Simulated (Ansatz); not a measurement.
# C5H12AlCl: up Jacob's ladder to CCSD(T)

How much do the methods differ for C5H12AlCl? The plan is to run it at one geometry with functionals of several rungs and with coupled cluster. The yardstick is the atomisation energy at the CCSD(T) limit.

Computed with Ansatz 0.2.0, Gaussian basis. Level: functionals in def2-TZVPP, the program's frozen cores in correlated methods.

Levels to be run: LDA (SPW92), PBE-D4, revPBE-D4, BLYP-D4, r2SCAN-D4, B97M-V, PBE0-D4, B3LYP-D4, r2SCANh-D4, r2SCAN0-D4, HSE06-D4, BHLYP-D4, CAM-B3LYP-D4, LC-ωPBE, ωB97X-V, ωB97M-V, B2PLYP, PBE-QIDH; CCSD(T)/def2-SVP; CCSD(T)/def2-TZVPP; MP2/def2-QZVPP; extrapolation to the limit; RPA on PBE.

## 1. The relaxed structure

An earlier PBE0-D4 in a triple-zeta def2 set relaxation fixed the geometry.

SMILES `CC(C)(C)[CH2][AlH][Cl]`, 19 atoms, charge 0, spin multiplicity 1.

Atoms are counted from 1 here; the program's logs count them from 0.

Bond lengths: C1–C2 1.526 Å, C1–H8 1.094 Å, C1–H9 1.093 Å, C1–H10 1.094 Å, C2–C3 1.528 Å, C2–C4 1.527 Å, C2–C5 1.540 Å, C3–H11 1.094 Å, C3–H12 1.102 Å, C3–H13 1.093 Å, C4–H14 1.094 Å, C4–H15 1.093 Å, C4–H16 1.093 Å, C5–Al6 1.953 Å, C5–H17 1.097 Å, C5–H18 1.097 Å, Al6–Cl7 2.109 Å, Al6–H19 1.581 Å. Angles: C2–C1–H8 110.9°, C2–C1–H9 110.8°, C2–C1–H10 111.7°, H8–C1–H9 107.9°, H8–C1–H10 107.7°, H9–C1–H10 107.7°, C1–C2–C3 109.3°, C1–C2–C4 109.2°, C1–C2–C5 110.0°, C3–C2–C4 109.2°, C3–C2–C5 109.0°, C4–C2–C5 110.1°, C2–C3–H11 111.8°, C2–C3–H12 111.4°, C2–C3–H13 111.4°, H11–C3–H12 106.1°, H11–C3–H13 108.0°, H12–C3–H13 107.9° and more.

## 2. LDA

This LDA is Slater exchange with PW92 correlation.

Input file in.yaml:

```yaml
crystal:
  periodic: [false, false, false]
  atoms:
    - {symbol: C, position_ang: [-1.591379, -0.178222, -0.310550]}
    - {symbol: C, position_ang: [-0.067391, -0.245914, -0.363061]}
    - {symbol: C, position_ang: [0.434427, -1.193369, 0.725833]}
    - {symbol: C, position_ang: [0.365670, -0.775720, -1.727774]}
    - {symbol: C, position_ang: [0.529618, 1.153450, -0.123583]}
    - {symbol: Al, position_ang: [0.351898, 1.710876, 1.739310]}
    - {symbol: Cl, position_ang: [2.104130, 2.215513, 2.798784]}
    - {symbol: H, position_ang: [-2.032236, -1.167042, -0.464860]}
    - {symbol: H, position_ang: [-1.977606, 0.486525, -1.087953]}
    - {symbol: H, position_ang: [-1.946601, 0.196754, 0.654300]}
    - {symbol: H, position_ang: [0.070744, -2.213624, 0.575417]}
    - {symbol: H, position_ang: [0.078015, -0.886204, 1.722077]}
    - {symbol: H, position_ang: [1.527062, -1.224077, 0.754233]}
    - {symbol: H, position_ang: [-0.060880, -1.764457, -1.923199]}
    - {symbol: H, position_ang: [0.037621, -0.103753, -2.525116]}
    - {symbol: H, position_ang: [1.454177, -0.859516, -1.787188]}
    - {symbol: H, position_ang: [1.600600, 1.146085, -0.359843]}
    - {symbol: H, position_ang: [0.070997, 1.878086, -0.807662]}
    - {symbol: H, position_ang: [-0.990666, 1.820410, 2.567337]}
basis:
  gaussian: {orbitals: def2-TZVPP}
hamiltonian: {xc: lda}
output: {orbitals: {seedname: orbitals}}
```

After this run come: PBE-D4 (GGA); revPBE-D4 (GGA); BLYP-D4 (GGA); r2SCAN-D4 (meta-GGA); B97M-V (meta-GGA); PBE0-D4 (hybrid); B3LYP-D4 (hybrid); r2SCANh-D4 (hybrid); r2SCAN0-D4 (hybrid); HSE06-D4 (hybrid); BHLYP-D4 (hybrid); CAM-B3LYP-D4 (range-separated); LC-ωPBE (range-separated); ωB97X-V (range-separated); ωB97M-V (range-separated); B2PLYP (double hybrid); PBE-QIDH (double hybrid); CCSD(T) in def2-SVP; CCSD(T) in def2-TZVPP; MP2 in def2-QZVPP; RPA on PBE orbitals.

Before running them: what should the planned runs give, taken together? Wanted: atomisation energy, CCSD(T)/CBS; farthest beyond LDA; mean size of error, GGA; mean size of error, meta-GGA; mean size of error, hybrid; mean size of error, range-separated; mean size of error, double hybrid; gap, smallest and largest; T1 diagnostic.

**Answer**, as computed:

| quantity | value |
| --- | --- |
| atomisation energy, CCSD(T)/CBS | 1732.3 kcal/mol |
| functionals within 8.7 kcal/mol (0.5 %) | r2SCAN-D4, B97M-V, PBE0-D4, B3LYP-D4, r2SCANh-D4, HSE06-D4, CAM-B3LYP-D4, LC-ωPBE, ωB97X-V, ωB97M-V, PBE-QIDH |
| farthest beyond LDA | BHLYP-D4 (-35.9 kcal/mol) |
| mean size of error, GGA | 17.1 kcal/mol |
| mean size of error, meta-GGA | 6.2 kcal/mol |
| mean size of error, hybrid | 10.9 kcal/mol |
| mean size of error, range-separated | 3.8 kcal/mol |
| mean size of error, double hybrid | 11.6 kcal/mol |
| gap, smallest and largest | 4.45 eV (LDA (SPW92)), 11.41 eV (LC-ωPBE) |
| T1 diagnostic | 0.0090 |
| triples share of the correlation energy | 3.9 % |

What this shows: The LDA atomisation energy is off by 217.6 kcal/mol (13 %): it overbinds. PBE-D4 misses by +21.4 kcal/mol. Double hybrids carry the basis error of their MP2 part in triple zeta, and no dispersion term here, so their miss is partly the set-up's. The rungs range-separated, meta-GGA miss on average by less than the doubt on the reference (8.7 kcal/mol), so they tie. The reference freezes the cores and leaves out relativity and excitations past (T), so misses under about 8.7 kcal/mol can't be ranked. Hartree-Fock recovers 76 % of the binding; the rest is correlation. CCSD(T) in def2-SVP is off by -66.8 kcal/mol, which most functionals beat. Orbital gaps span 4.5 to 11.4 eV; exact exchange widens them.
